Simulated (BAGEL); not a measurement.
**GeF2 (SMILES [F][Ge][F]): RI-MP2/def2-TZVPP (density fitting with qzvpp-jkfit)**

What is the energy change on altering one bond length of GeF2 at RI-MP2/def2-TZVPP (density fitting with qzvpp-jkfit)? 

The results are computed with BAGEL 1.2.2.

8 further runs of the same task are left out: 4 that didn't finish, 4 set aside as unsound or not needed. Runs told in other sessions of the task aren't counted.

## Step 1: Starting point

The species is GeF2 (3 atoms), meant as a singlet with charge 0. SMILES: `[F][Ge][F]`. The coordinates come from a PBE0-D4/def2-TZVP relaxation.

Bond lengths: F1–Ge2 1.745 Å, Ge2–F3 1.745 Å. Angles: F1–Ge2–F3 97.2°.

## Step 2: The energy at RI-MP2/def2-TZVPP (density fitting with qzvpp-jkfit)

mp2.json

```json
{ "bagel": [

{
  "title": "molecule",
  "basis": "tzvpp",
  "df_basis": "qzvpp-jkfit",
  "angstrom": true,
  "geometry": [
    { "atom": "F", "xyz": [   -0.675900,   -1.101800,   -0.497500 ] },
    { "atom": "Ge", "xyz": [    0.637500,   -0.295200,    0.320200 ] },
    { "atom": "F", "xyz": [    0.027600,    1.332100,    0.164100 ] }
  ]
},
{ "title": "hf" },
{ "title": "mp2", "ncore": 11 }

]}
```

Run with:

```sh
$ BAGEL_NUM_THREADS=1 BAGEL mp2.json > mp2.out
```

Output:

```text
* using 1 threads per process

  ===============================================================
  ===============================================================

  *** Geometry ***

  { "atom" : "F", "xyz" : [     -1.277266,     -2.082100,     -0.940139 ] },
  { "atom" : "Ge", "xyz" : [      1.204700,     -0.557847,      0.605090 ] },
  { "atom" : "F", "xyz" : [      0.052156,      2.517304,      0.310104 ] },

  Number of auxiliary basis functions:      420

  Since a DF basis is specified, we compute 2- and 3-index integrals:
    o Being stored without compression. Storage requirement is 0.041 GB

  Number of basis functions:      110
  Number of electrons      :       50

    * METHOD: MOLECULE                             0.24

  *** RHF ***

  === Nuclear Repulsion ===
   191.0627176034

      * DIIS with orbital gradients will be used.

  === RHF iteration (tzvpp) ===
      0      -2274.08794121          0.02609324           0.10
      1      -2274.22276411          0.02162166           0.10
      2      -2274.41355244          0.00103393           0.10
      3      -2274.41509379          0.00043591           0.10
      4      -2274.41526782          0.00014820           0.10
      5      -2274.41529997          0.00003648           0.10
      6      -2274.41530214          0.00000713           0.10
      7      -2274.41530221          0.00000109           0.10
      8      -2274.41530221          0.00000026           0.10
      9      -2274.41530221          0.00000009           0.10
     10      -2274.41530221          0.00000004           0.10
     11      -2274.41530221          0.00000001           0.10
     12      -2274.41530221          0.00000000           0.10
    * SCF iteration converged.

    * Permanent dipole moment:
           (   -0.886541,     0.378402,    -0.448860) a.u.

    * METHOD: HF                                   1.59

  *** RHF ***

  === Nuclear Repulsion ===
   191.0627176034

      * DIIS with orbital gradients will be used.

  === RHF iteration (tzvpp) ===
      0      -2274.41530221          0.00000000           0.10
    * SCF iteration converged.

    * Permanent dipole moment:
           (   -0.886541,     0.378401,    -0.448860) a.u.

  === DF-MP2 calculation ===

    * freezing 11 orbitals
    * 3-index integral transformation done
    * assembly done

      MP2 correlation energy:   -0.7286412309      0.08

      MP2 total energy:       -2275.1439434439

    * METHOD: MP2                                  0.29

  ===============================================================
```

Wall time 2.3 s (1 thread of Arm Neoverse V1, shared host).

## Step 3: The distorted shape

input.json

```json
{ "bagel" : [

{
  "title" : "molecule",
  "basis" : "tzvpp",
  "df_basis" : "qzvpp-jkfit",
  "angstrom" : true,
  "geometry" : [
    { "atom" : "F", "xyz" : [      -0.872912,      -1.222792,      -0.620157 ] },
    { "atom" : "Ge", "xyz" : [       0.637500,      -0.295200,       0.320200 ] },
    { "atom" : "F", "xyz" : [       0.027600,       1.332100,       0.164100 ] }
  ]
},

{ "title" : "hf", "charge" : 0 },

{ "title" : "mp2", "charge" : 0, "ncore" : 11 }

]}
```

Run with:

```sh
$ BAGEL_NUM_THREADS=1 BAGEL input.json > input.out
```

Output:

```text
* using 1 threads per process

  ===============================================================
  ===============================================================

  *** Geometry ***

  { "atom" : "F", "xyz" : [     -1.649565,     -2.310742,     -1.171927 ] },
  { "atom" : "Ge", "xyz" : [      1.204700,     -0.557847,      0.605090 ] },
  { "atom" : "F", "xyz" : [      0.052156,      2.517304,      0.310104 ] },

  Number of auxiliary basis functions:      420

  Since a DF basis is specified, we compute 2- and 3-index integrals:
    o Being stored without compression. Storage requirement is 0.041 GB

  Number of basis functions:      110
  Number of electrons      :       50

    * METHOD: MOLECULE                             0.25

  *** RHF ***

  === Nuclear Repulsion ===
   178.4986496101

      * DIIS with orbital gradients will be used.

  === RHF iteration (tzvpp) ===
      0      -2274.01825746          0.02680358           0.11
      1      -2274.12196123          0.02467757           0.11
      2      -2274.38482766          0.00139913           0.10
      3      -2274.38680648          0.00081371           0.10
      4      -2274.38729278          0.00020050           0.10
      5      -2274.38736525          0.00007024           0.10
      6      -2274.38737238          0.00003642           0.10
      7      -2274.38737378          0.00000932           0.10
      8      -2274.38737386          0.00000528           0.10
      9      -2274.38737388          0.00000126           0.10
     10      -2274.38737388          0.00000062           0.10
     11      -2274.38737388          0.00000030           0.10
     12      -2274.38737388          0.00000011           0.10
     13      -2274.38737388          0.00000005           0.10
     14      -2274.38737388          0.00000002           0.10
     15      -2274.38737388          0.00000001           0.10
     16      -2274.38737388          0.00000000           0.10
    * SCF iteration converged.

    * Permanent dipole moment:
           (   -1.433870,     0.030288,    -0.790956) a.u.

    * METHOD: HF                                   2.01

  *** RHF ***

  === Nuclear Repulsion ===
   178.4986496101

      * DIIS with orbital gradients will be used.

  === RHF iteration (tzvpp) ===
      0      -2274.38737388          0.00000000           0.10
    * SCF iteration converged.

    * Permanent dipole moment:
           (   -1.433870,     0.030288,    -0.790956) a.u.

  === DF-MP2 calculation ===

    * freezing 11 orbitals
    * 3-index integral transformation done
    * assembly done

      MP2 correlation energy:   -0.7344341307      0.08

      MP2 total energy:       -2275.1218080112

    * METHOD: MP2                                  0.29

  ===============================================================
```

It took 2.7 s on 1 thread of Arm Neoverse V1, shared host.

## Step 4: What came out

At RI-MP2/def2-TZVPP (density fitting with qzvpp-jkfit), 11 core orbitals frozen:

| quantity | value |
| --- | --- |
| first shape: total energy | -2275.14394 Eh |
| first shape: correlation energy (11 core orbitals frozen) | -728.6 mEh |
| distorted shape: total energy | -2275.12181 Eh |
| distorted shape: correlation energy (11 core orbitals frozen) | -734.4 mEh |
| energy change with the F1–Ge2 bond stretched from 1.745 to 2.007 Å | 0.602 eV |

**Reading.** With the F1–Ge2 bond stretched from 1.745 to 2.007 Å the energy rises by 0.60 eV (58.1 kJ/mol). The first shape isn't relaxed at this level, so the change isn't measured from a minimum.
